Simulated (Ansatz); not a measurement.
Runs of Ansatz 0.2.0 on CaIrN2. Symmetry: R-3m, No. 166, trigonal system. The conventional cell has a = 3.298 Å, b = 3.298 Å, c = 15.028 Å, α = 90.00°, β = 90.00°, γ = 120.00°. Ir (site symmetry -3m) is surrounded by 6 N at 2.13 Å. Ca (site symmetry -3m) has 6 N at 2.45 Å as nearest neighbours. N (site symmetry 3m) is surrounded by 3 Ir at 2.13 Å and 3 Ca at 2.45 Å. The cell comes from a database or a generator and needn't be the stable form of this composition.

| share of exact exchange | gap on the mesh (eV) | pressure (GPa) | largest force (eV/Å) |
| --- | --- | --- | --- |
| 0.05 | none | -3.2 | 0.15 |
| 0.4 | none | -13.1 | 0.53 |
| 0.25 | none | -9.1 | (b) |
| 0.3 | none | -10.4 | 0.44 |
| 0.5 | none | -15.6 | 0.62 |
| 0.15 | none | -6.1 | 0.25 |
| 0.1 | none | -4.7 | 0.20 |
| 0.2 | none | -7.6 | (a) |

Alike in all rows: task single point; level HSE06 form with a typed share of exact exchange; potentials or basis Ansatz PAW; no spin polarisation; cell as given; k mesh 5 × 5 × 5; cutoff (eV) 420; smearing fermi-dirac 0.05 eV; the mesh is coarse, so values aren't converged.

Task: Estimate the missing entries.

Result: (a) 0.31; (b) 0.38.

Caveats: all runs use coarse meshes; the PAW data sets come from PBE, with cores solved anew for the run's functional, which leaves a small shift of forces and pressure; the thresholds are loose for stress.

A k mesh can miss the band edges, and the runs leave out spin-orbit coupling on Ir.

A gap of «none» marks a metal or a gap under the smearing width.
